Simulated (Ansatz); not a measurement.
# CH8O2Si2: up Jacob's ladder to CCSD(T)

Aim: compute CH8O2Si2 with functionals from several rungs and with coupled cluster, and see how far each lands from CCSD(T) at the basis-set limit for the atomisation energy.

Method: functionals in def2-TZVPP, the program's frozen cores in correlated methods; program: Ansatz 0.2.0, Gaussian basis.

Plan: PBE-D4, r2SCAN-D4, PBE0-D4, B3LYP-D4, ωB97X-V, ωB97M-V, B2PLYP; CCSD(T)/def2-TZVPP; MP2/def2-QZVPP; extrapolation to the limit.

## (1) Structure used throughout

The geometry comes from an earlier relaxation with PBE0-D4 in a triple-zeta def2 set; it is a stationary point, not always the lowest conformer.

SMILES `O[SiH2]OC[SiH3]`, 13 atoms, charge 0, spin multiplicity 1.

Atoms are counted from 1 here; the program's logs count them from 0.

Bond lengths: O1–Si2 1.634 Å, O1–H6 0.958 Å, Si2–O3 1.640 Å, Si2–H7 1.492 Å, Si2–H8 1.479 Å, O3–C4 1.419 Å, C4–Si5 1.893 Å, C4–H9 1.099 Å, C4–H10 1.095 Å, Si5–H11 1.489 Å, Si5–H12 1.485 Å, Si5–H13 1.487 Å. Angles: Si2–O1–H6 117.8°, O1–Si2–O3 109.4°, O1–Si2–H7 112.7°, O1–Si2–H8 104.7°, O3–Si2–H7 106.8°, O3–Si2–H8 112.3°, H7–Si2–H8 111.1°, Si2–O3–C4 125.5°, O3–C4–Si5 110.9°, O3–C4–H9 111.3°, O3–C4–H10 108.1°, Si5–C4–H9 110.0°, Si5–C4–H10 109.9°, H9–C4–H10 106.5°, C4–Si5–H11 109.4°, C4–Si5–H12 110.1°, C4–Si5–H13 109.3°, H11–Si5–H12 109.5° and more.

## (2) PBE-D4 (GGA)

in.yaml reads:

```yaml
crystal:
  periodic: [false, false, false]
  atoms:
    - {symbol: O, position_ang: [-0.802651, 2.406207, 1.887513]}
    - {symbol: Si, position_ang: [-0.795630, 0.875985, 1.313742]}
    - {symbol: O, position_ang: [0.208913, 0.782274, 0.020980]}
    - {symbol: C, position_ang: [0.050553, -0.092379, -1.085058]}
    - {symbol: Si, position_ang: [1.167759, -1.610867, -0.911136]}
    - {symbol: H, position_ang: [-1.027191, 3.111296, 1.278491]}
    - {symbol: H, position_ang: [-2.140588, 0.430889, 0.847213]}
    - {symbol: H, position_ang: [-0.325842, 0.052285, 2.449154]}
    - {symbol: H, position_ang: [-0.996307, -0.407351, -1.198818]}
    - {symbol: H, position_ang: [0.309818, 0.459140, -1.995143]}
    - {symbol: H, position_ang: [0.987978, -2.495079, -2.095253]}
    - {symbol: H, position_ang: [2.588794, -1.190833, -0.817121]}
    - {symbol: H, position_ang: [0.794791, -2.356269, 0.320335]}
basis:
  gaussian: {orbitals: def2-TZVPP}
hamiltonian: {xc: pbe, dispersion: d4}
output: {forces: true, orbitals: {seedname: orbitals}}
```

Command:

```sh
> ansatz run in.yaml --threads 4 --pin off --events-out ev --progress --plain --max-ram 10444MiB
```

The runs that follow: r2SCAN-D4 (meta-GGA); PBE0-D4 (hybrid); B3LYP-D4 (hybrid); ωB97X-V (range-separated); ωB97M-V (range-separated); B2PLYP (double hybrid); CCSD(T) in def2-TZVPP; MP2 in def2-QZVPP.

Before running them: what should the planned runs give, taken together? Wanted: atomisation energy, CCSD(T)/CBS; farthest; mean size of error, hybrid; mean size of error, range-separated; gap, smallest and largest; T1 diagnostic; triples share of the correlation energy.

**Answer**, as computed:

```
                               quantity                                 value
        atomisation energy, CCSD(T)/CBS                         4585.9 kJ/mol
 functionals within 22.9 kJ/mol (0.5 %)   PBE-D4, r2SCAN-D4, ωB97X-V, ωB97M-V
                               farthest                 B2PLYP (-71.6 kJ/mol)
             mean size of error, hybrid                           47.8 kJ/mol
    mean size of error, range-separated                            4.9 kJ/mol
              gap, smallest and largest  5.82 eV (PBE-D4), 12.41 eV (ωB97X-V)
                          T1 diagnostic                                0.0119
triples share of the correlation energy                                 3.4 %
```

PBE-D4 misses by -7.8 kJ/mol. Double hybrids carry the basis error of their MP2 part in triple zeta, and no dispersion term here, so their miss is partly the set-up's. The reference freezes the cores and leaves out relativity and excitations past (T), so misses under about 22.9 kJ/mol can't be ranked. Hartree-Fock recovers 73 % of the binding; the rest is correlation. The gap grows from 5.8 to 12.4 eV across the functionals, mostly with the share of exact exchange.
